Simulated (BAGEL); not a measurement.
**singlet [GaH2O2]+: levels of theory compared**

Aim: a comparison of 6 runs (HF/STO-3G, HF/3-21G, HF/def2-SVPD, B3LYP/6-31G*, PBE0/def2-SVPD, RI-MP2/def2-SVPD) of singlet [GaH2O2]+. 

The calculation is run with BAGEL 1.2.2.

17 further runs of the same task are left out: 4 that didn't finish, 13 set aside as unsound or not needed.

## (1) Starting point

[GaH2O2]+ has 5 atoms, charge +1, and is taken as a singlet. SMILES of the parent species: `[OH][Ga][OH]`. The coordinates come from a PBE0-D4/def2-TZVP relaxation. This is one conformer, not always the lowest. That shape belongs to the parent species and isn't relaxed for this state.

Bond lengths: O1–Ga2 1.804 Å, Ga2–O3 1.795 Å, O1–H4 0.960 Å, O3–H5 0.963 Å. Angles: O1–Ga2–O3 114.9°, Ga2–O1–H4 114.9°, Ga2–O3–H5 111.1°.

## (2) The energy at HF/STO-3G (density fitting with qzvpp-jkfit) (run 1)

File input.json:

```json
{ "bagel": [

{
  "title": "molecule",
  "basis": "sto-3g",
  "df_basis": "qzvpp-jkfit",
  "angstrom": "true",
  "geometry": [
    { "atom": "O", "xyz": [      -0.370600,       0.021600,      -1.274400 ] },
    { "atom": "Ga", "xyz": [      -0.311700,      -0.753800,       0.353600 ] },
    { "atom": "O", "xyz": [       0.618200,       0.154900,       1.591100 ] },
    { "atom": "H", "xyz": [      -0.867400,      -0.464600,      -1.936500 ] },
    { "atom": "H", "xyz": [       0.981500,       0.968200,       1.224700 ] }
  ]
},

{ "title": "hf", "charge": 1 },

{ "title": "print", "file": "orbitals.molden", "orbitals": "true" }

]}
```

Launch:

```
$ BAGEL_NUM_THREADS=1 BAGEL input.json > input.out
```

The program printed:

```text
* using 1 threads per process

  ===============================================================
  ===============================================================

  *** Geometry ***

  { "atom" : "O", "xyz" : [     -0.700333,      0.040818,     -2.408267 ] },
  { "atom" : "Ga", "xyz" : [     -0.589028,     -1.424476,      0.668207 ] },
  { "atom" : "O", "xyz" : [      1.168229,      0.292719,      3.006743 ] },
  { "atom" : "H", "xyz" : [     -1.639148,     -0.877967,     -3.659455 ] },
  { "atom" : "H", "xyz" : [      1.854766,      1.829633,      2.314348 ] },

  Number of auxiliary basis functions:      456

  Since a DF basis is specified, we compute 2- and 3-index integrals:
    o Being stored without compression. Storage requirement is 0.003 GB

  Number of basis functions:       30
  Number of electrons      :       49

    * METHOD: MOLECULE                             0.14

  *** RHF ***

  === Nuclear Repulsion ===
   182.4312921158

      * DIIS with orbital gradients will be used.

  === RHF iteration (sto-3g) ===
      0      -2049.01485591          0.04079096           0.02
      1      -2049.14092732          0.04095445           0.02
      2      -2049.48509580          0.00604744           0.02
      3      -2049.49284503          0.00227109           0.02
      4      -2049.49461125          0.00083104           0.02
      5      -2049.49498841          0.00029250           0.02
      6      -2049.49507206          0.00015535           0.02
      7      -2049.49509728          0.00012246           0.02
      8      -2049.49513143          0.00006439           0.02
      9      -2049.49514256          0.00002078           0.02
     10      -2049.49514311          0.00001405           0.02
     11      -2049.49514324          0.00001070           0.02
     12      -2049.49514342          0.00000856           0.02
     13      -2049.49514356          0.00000655           0.02
     14      -2049.49514369          0.00000366           0.02
     15      -2049.49514372          0.00000245           0.02
     16      -2049.49514373          0.00000175           0.02
     17      -2049.49514374          0.00000125           0.02
     18      -2049.49514374          0.00000066           0.02
     19      -2049.49514374          0.00000042           0.02
     20      -2049.49514374          0.00000029           0.02
     21      -2049.49514374          0.00000024           0.02
     22      -2049.49514374          0.00000020           0.02
     23      -2049.49514374          0.00000015           0.02
     24      -2049.49514374          0.00000010           0.02
     25      -2049.49514374          0.00000006           0.02
     26      -2049.49514374          0.00000005           0.02
     27      -2049.49514374          0.00000004           0.02
     28      -2049.49514374          0.00000002           0.02
     29      -2049.49514374          0.00000002           0.02
     30      -2049.49514374          0.00000001           0.02
     31      -2049.49514374          0.00000001           0.02
    * SCF iteration converged.

    * Permanent dipole moment:
           (    0.666039,     0.848272,     0.519366) a.u.

    * METHOD: HF                                   0.77

    * METHOD: PRINT                                0.00

  ===============================================================
```

Run time: 1.1 s. Hardware: 1 thread of Arm Neoverse V2, shared host.

## (3) The energy at HF/3-21G (density fitting with qzvpp-jkfit) (run 2)

File input.json:

```json
{ "bagel" : [

{
  "title" : "molecule",
  "basis" : "3-21g",
  "df_basis" : "qzvpp-jkfit",
  "angstrom" : "true",
  "geometry" : [
    { "atom" : "O", "xyz" : [      -0.370600,       0.021600,      -1.274400 ] },
    { "atom" : "Ga", "xyz" : [      -0.311700,      -0.753800,       0.353600 ] },
    { "atom" : "O", "xyz" : [       0.618200,       0.154900,       1.591100 ] },
    { "atom" : "H", "xyz" : [      -0.867400,      -0.464600,      -1.936500 ] },
    { "atom" : "H", "xyz" : [       0.981500,       0.968200,       1.224700 ] }
  ]
},

{
  "title" : "hf",
  "charge" : 1
},

{
  "title" : "print",
  "file" : "orbitals.molden",
  "orbitals" : "true"
}

]}
```

Launch:

```
$ BAGEL_NUM_THREADS=1 BAGEL input.json > input.out
```

The program printed:

```text
* using 1 threads per process

  ===============================================================
  ===============================================================

  *** Geometry ***

  { "atom" : "O", "xyz" : [     -0.700333,      0.040818,     -2.408267 ] },
  { "atom" : "Ga", "xyz" : [     -0.589028,     -1.424476,      0.668207 ] },
  { "atom" : "O", "xyz" : [      1.168229,      0.292719,      3.006743 ] },
  { "atom" : "H", "xyz" : [     -1.639148,     -0.877967,     -3.659455 ] },
  { "atom" : "H", "xyz" : [      1.854766,      1.829633,      2.314348 ] },

  Number of auxiliary basis functions:      456

  Since a DF basis is specified, we compute 2- and 3-index integrals:
    o Being stored without compression. Storage requirement is 0.007 GB

  Number of basis functions:       44
  Number of electrons      :       49

    * METHOD: MOLECULE                             0.15

  *** RHF ***

  === Nuclear Repulsion ===
   182.4312921158

      * DIIS with orbital gradients will be used.

  === RHF iteration (3-21g) ===
      0      -2063.41403958          0.03806282           0.04
      1      -2063.52505530          0.02946121           0.03
      2      -2063.62965375          0.00179975           0.03
      3      -2063.63055790          0.00119563           0.04
      4      -2063.63079504          0.00025484           0.04
      5      -2063.63083375          0.00009334           0.04
      6      -2063.63084012          0.00003025           0.04
      7      -2063.63084079          0.00001154           0.04
      8      -2063.63084088          0.00000471           0.03
      9      -2063.63084090          0.00000164           0.03
     10      -2063.63084090          0.00000103           0.03
     11      -2063.63084090          0.00000026           0.03
     12      -2063.63084090          0.00000013           0.03
     13      -2063.63084090          0.00000005           0.03
     14      -2063.63084090          0.00000002           0.04
     15      -2063.63084090          0.00000001           0.03
    * SCF iteration converged.

    * Permanent dipole moment:
           (    1.108564,     1.548356,     0.610133) a.u.

    * METHOD: HF                                   0.67

    * METHOD: PRINT                                0.00

  ===============================================================
```

It took 1 s on 1 thread of Arm Neoverse V2, shared host.

Run 3 isn't shown in full; the table further down has it.

## (4) A single-point energy at B3LYP/6-31G(d) (density fitting with qzvpp-jkfit, spherical functions) (run 4)

File calc.json:

```json
{ "bagel": [

{
  "title": "molecule",
  "basis": "6-31gs.json",
  "df_basis": "qzvpp-jkfit",
  "angstrom": true,
  "geometry": [
    { "atom": "O", "xyz": [   -0.370600,    0.021600,   -1.274400 ] },
    { "atom": "Ga", "xyz": [   -0.311700,   -0.753800,    0.353600 ] },
    { "atom": "O", "xyz": [    0.618200,    0.154900,    1.591100 ] },
    { "atom": "H", "xyz": [   -0.867400,   -0.464600,   -1.936500 ] },
    { "atom": "H", "xyz": [    0.981500,    0.968200,    1.224700 ] }
  ]
},
{
  "title": "ks",
  "xc_func": "b3lyp",
  "charge": 1
},
{
  "title": "print",
  "file": "orbitals.molden",
  "orbitals": true
}

]}
```

The basis set 6-31G* is read from a file made from the Basis Set Exchange's data (not shown).

Launch:

```
$ BAGEL_NUM_THREADS=1 BAGEL calc.json > calc.out
```

The program printed:

```text
* using 1 threads per process

  ===============================================================
  ===============================================================

  *** Geometry ***

  { "atom" : "O", "xyz" : [     -0.700333,      0.040818,     -2.408267 ] },
  { "atom" : "Ga", "xyz" : [     -0.589028,     -1.424476,      0.668207 ] },
  { "atom" : "O", "xyz" : [      1.168229,      0.292719,      3.006743 ] },
  { "atom" : "H", "xyz" : [     -1.639148,     -0.877967,     -3.659455 ] },
  { "atom" : "H", "xyz" : [      1.854766,      1.829633,      2.314348 ] },

  Number of auxiliary basis functions:      456

  Since a DF basis is specified, we compute 2- and 3-index integrals:
    o Being stored without compression. Storage requirement is 0.015 GB

  Number of basis functions:       64
  Number of electrons      :       49

    * METHOD: MOLECULE                             0.19

  *** Kohn-Sham DFT ***

    * Removing 7372 points whose weight is below 1.00e-10
    * Grid points: 67158

  === Nuclear Repulsion ===
   182.4312921158

       - DIIS with orbital gradients will be used.

  === KS iteration (b3lyp / 6-31gs.json) ===
      0      -2005.61279907          0.14117659           0.21
      1      -1833.83092139          0.25629207           0.20
      2      -1992.23679379          0.11658164           0.20
      3      -1998.80998497          0.23182157           0.20
      4      -2003.47212073          0.20681933           0.20
      5      -2003.93918781          0.20038316           0.21
      6      -2005.83444228          0.19346152           0.21
      7      -2005.88215778          0.19346669           0.21
      8      -1997.66026260          0.16659289           0.20
      9      -2072.48503399          0.10746317           0.20
     10      -2035.99308994          0.32204735           0.20
     11      -2053.46732382          0.29591945           0.20
     12      -2036.90445477          0.32626043           0.20
     13      -2018.27961889          0.17508097           0.20
     14      -2059.74779491          0.18183945           0.20
     15      -2070.51731610          0.13844069           0.20
     16      -2074.47377834          0.07518733           0.20
     17      -2073.75279939          0.08889989           0.21
     18      -2074.64619601          0.07364979           0.21
     19      -2075.47768574          0.03960639           0.20
     20      -2075.94071208          0.00384726           0.20
     21      -2075.94299752          0.00253828           0.20
     22      -2075.94536170          0.00020057           0.20
     23      -2075.94537131          0.00012110           0.21
     24      -2075.94537544          0.00006181           0.21
     25      -2075.94537639          0.00002163           0.21
     26      -2075.94537649          0.00000960           0.21
     27      -2075.94537652          0.00000235           0.21
     28      -2075.94537652          0.00000049           0.21
     29      -2075.94537652          0.00000038           0.21
     30      -2075.94537652          0.00000006           0.20
     31      -2075.94537652          0.00000002           0.20
     32      -2075.94537652          0.00000001           0.21
     33      -2075.94537652          0.00000001           0.21
    * SCF iteration converged.

    * Permanent dipole moment:
           (    0.731481,     0.938842,     0.556989) a.u.

    * METHOD: KS                                   7.16

    * METHOD: PRINT                                0.01

  ===============================================================
```

It took 7.5 s on 1 thread of Arm Neoverse V2, shared host; peak memory 0.25 GiB.

Run 5 isn't shown in full; the table further down has it.

## (5) A single-point energy at RI-MP2/def2-SVPD (density fitting with qzvpp-jkfit) (run 6)

File job.json:

```json
{ "bagel": [

{
  "title": "molecule",
  "basis": "def2-svpd.json",
  "df_basis": "qzvpp-jkfit",
  "angstrom": true,
  "geometry": [
    { "atom": "O", "xyz": [      -0.370600,       0.021600,      -1.274400 ] },
    { "atom": "Ga", "xyz": [      -0.311700,      -0.753800,       0.353600 ] },
    { "atom": "O", "xyz": [       0.618200,       0.154900,       1.591100 ] },
    { "atom": "H", "xyz": [      -0.867400,      -0.464600,      -1.936500 ] },
    { "atom": "H", "xyz": [       0.981500,       0.968200,       1.224700 ] }
  ]
},

{
  "title": "hf",
  "charge": 1
},

{
  "title": "mp2",
  "charge": 1,
  "ncore": 11
}

]}
```

The basis set def2-SVPD is read from a file made from the Basis Set Exchange's data (not shown).

Launch:

```
$ BAGEL_NUM_THREADS=1 BAGEL job.json > job.out
```

The program printed:

```text
* using 1 threads per process

  ===============================================================
  ===============================================================

  *** Geometry ***

  { "atom" : "O", "xyz" : [     -0.700333,      0.040818,     -2.408267 ] },
  { "atom" : "Ga", "xyz" : [     -0.589028,     -1.424476,      0.668207 ] },
  { "atom" : "O", "xyz" : [      1.168229,      0.292719,      3.006743 ] },
  { "atom" : "H", "xyz" : [     -1.639148,     -0.877967,     -3.659455 ] },
  { "atom" : "H", "xyz" : [      1.854766,      1.829633,      2.314348 ] },

  Number of auxiliary basis functions:      456

  Since a DF basis is specified, we compute 2- and 3-index integrals:
    o Being stored without compression. Storage requirement is 0.036 GB

  Number of basis functions:      100
  Number of electrons      :       49

    * METHOD: MOLECULE                             0.21

  *** RHF ***

  === Nuclear Repulsion ===
   182.4312921158

      * DIIS with orbital gradients will be used.

  === RHF iteration (def2-svpd.json) ===
      0      -2073.09672524          0.02874392           0.09
      1      -2073.20080107          0.02796991           0.09
      2      -2073.48823978          0.00156300           0.09
      3      -2073.48955249          0.00091557           0.09
      4      -2073.48993537          0.00021282           0.09
      5      -2073.48997682          0.00006447           0.09
      6      -2073.48998224          0.00002720           0.09
      7      -2073.48998340          0.00001231           0.09
      8      -2073.48998360          0.00000534           0.09
      9      -2073.48998363          0.00000254           0.09
     10      -2073.48998364          0.00000110           0.09
     11      -2073.48998364          0.00000052           0.09
     12      -2073.48998364          0.00000025           0.09
     13      -2073.48998364          0.00000007           0.09
     14      -2073.48998364          0.00000004           0.09
     15      -2073.48998364          0.00000002           0.09
     16      -2073.48998364          0.00000001           0.09
    * SCF iteration converged.

    * Permanent dipole moment:
           (    1.021108,     1.529516,     0.369861) a.u.

    * METHOD: HF                                   1.73

  *** RHF ***

  === Nuclear Repulsion ===
   182.4312921158

      * DIIS with orbital gradients will be used.

  === RHF iteration (def2-svpd.json) ===
      0      -2073.48998364          0.00000001           0.09
    * SCF iteration converged.

    * Permanent dipole moment:
           (    1.021108,     1.529516,     0.369861) a.u.

  === DF-MP2 calculation ===

    * freezing 11 orbitals
    * 3-index integral transformation done
    * assembly done

      MP2 correlation energy:   -0.6054457838      0.06

      MP2 total energy:       -2074.0954294258

    * METHOD: MP2                                  0.25

  ===============================================================
```

Run time: 2.4 s. Hardware: 1 thread of Arm Neoverse V2, shared host; peak memory 0.13 GiB.

## (6) The series

```csv
run,level,frozen core orbitals,energy (Eh),HOMO energy (eV),LUMO energy (eV),HOMO–LUMO gap (eV),wall time
1,HF/STO-3G (density fitting with qzvpp-jkfit),–,-2049.495144,-16.67,-5.28,11.39,1.1 s
2,HF/3-21G (density fitting with qzvpp-jkfit),–,-2063.630841,-18.74,-7.90,10.84,1 s
3,HF/def2-SVPD (density fitting with qzvpp-jkfit),–,-2073.489984,-19.47,-8.27,11.20,2.1 s
4,"B3LYP/6-31G* (density fitting with qzvpp-jkfit, spherical functions)",–,-2075.945377,-14.88,-11.76,3.13,7.5 s
5,PBE0/def2-SVPD (density fitting with qzvpp-jkfit),–,-2075.431574,-15.33,-11.46,3.87,16 s
6,RI-MP2/def2-SVPD (density fitting with qzvpp-jkfit),11,-2074.095429,–,–,–,2.4 s
```

## (7) Results

```
                                           quantity           value
                                run 6: total energy  -2074.09543 Eh
run 6: correlation energy (11 core orbitals frozen)      -605.4 mEh
```

Over runs 1, 2, 3, 4, 5 the HOMO–LUMO gap runs from 3.13 eV (B3LYP/6-31G*) to 11.39 eV (HF/STO-3G). The two ends differ in method and basis. Totals of different functionals can't be ranked against each other. In run 1 the basis is minimal, so the values are rough. All runs together took 30 s, the longest 16 s.
